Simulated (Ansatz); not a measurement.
# Cl3GeH3O2: the cost of one run

Method: RKS PBE0/def2-SVP, in Ansatz 0.2.0.

1 further run of the same task is left out (it didn't finish).

## 1. Starting point

Bond lengths: Ge1–Cl2 2.570 Å, Ge1–O3 1.770 Å, O3–H4 1.010 Å, Ge1–Cl5 2.218 Å, Ge1–Cl6 2.218 Å, Ge1–O7 2.070 Å, O7–H8 1.010 Å, Cl2–H9 1.592 Å. Angles: Ge1–Cl2–H9 62.0°, Cl2–Ge1–O3 109.4°, Cl2–Ge1–Cl5 109.5°, Cl2–Ge1–Cl6 109.5°, Cl2–Ge1–O7 71.6°, O3–Ge1–Cl5 109.5°, O3–Ge1–Cl6 109.5°, O3–Ge1–O7 178.9°, Cl5–Ge1–Cl6 109.5°, Cl5–Ge1–O7 70.0°, Cl6–Ge1–O7 70.0°, Ge1–O3–H4 109.5°, Ge1–O7–H8 109.5°.

Structure file:

```xyz
9

Ge    0.0000    0.0000    0.0000
Cl    0.0000    0.0000    2.5700
O     1.6691    0.0000   -0.5894
H     1.9855   -0.9521   -0.7061
Cl   -1.0456    1.8115   -0.7393
Cl   -1.0456   -1.8115   -0.7393
O    -1.9644    0.0000    0.6527
H    -2.5095   -0.6297    0.0813
H    -1.4056    0.0000    1.8227
```

## 2. Pulling towards end A

Springs on the bonds that form and break draw the guess towards this end; the thresholds are loose.

input.yaml

```yaml
crystal:
  periodic: [false, false, false]
  atoms:
    - { symbol: Ge, position_ang: [0.0, 0.0, 0.0] }
    - { symbol: Cl, position_ang: [0.0, 0.0, 2.57] }
    - { symbol: O, position_ang: [1.6691, 0.0, -0.5894] }
    - { symbol: H, position_ang: [1.9855, -0.9521, -0.7061] }
    - { symbol: Cl, position_ang: [-1.0456, 1.8115, -0.7393] }
    - { symbol: Cl, position_ang: [-1.0456, -1.8115, -0.7393] }
    - { symbol: O, position_ang: [-1.9644, 0.0, 0.6527] }
    - { symbol: H, position_ang: [-2.5095, -0.6297, 0.0813] }
    - { symbol: H, position_ang: [-1.4056, 0.0, 1.8227] }
basis:
  gaussian: { orbitals: def2-SVP }
hamiltonian:
  xc: pbe0
relax:
  f_tol: 0.15
  max_steps: 25
  restrain:
    - { distance: [0, 6], at: 2.97, k: 30.0 }
    - { distance: [8, 1], at: 2.57, k: 30.0 }
    - { distance: [0, 1], at: 2.22, k: 30.0 }
    - { distance: [8, 6], at: 1.01, k: 30.0 }
```

The run is started by

```bash
> ansatz run input.yaml --threads 4 --pin off --max-ram 5120MiB --backend cpu --events-out ev --progress --plain --runs-dir out
```

Q: Estimate wall time and peak memory on 4 threads of Arm Neoverse V1, shared host.

About 26 s, with a peak of 0.38 GiB.
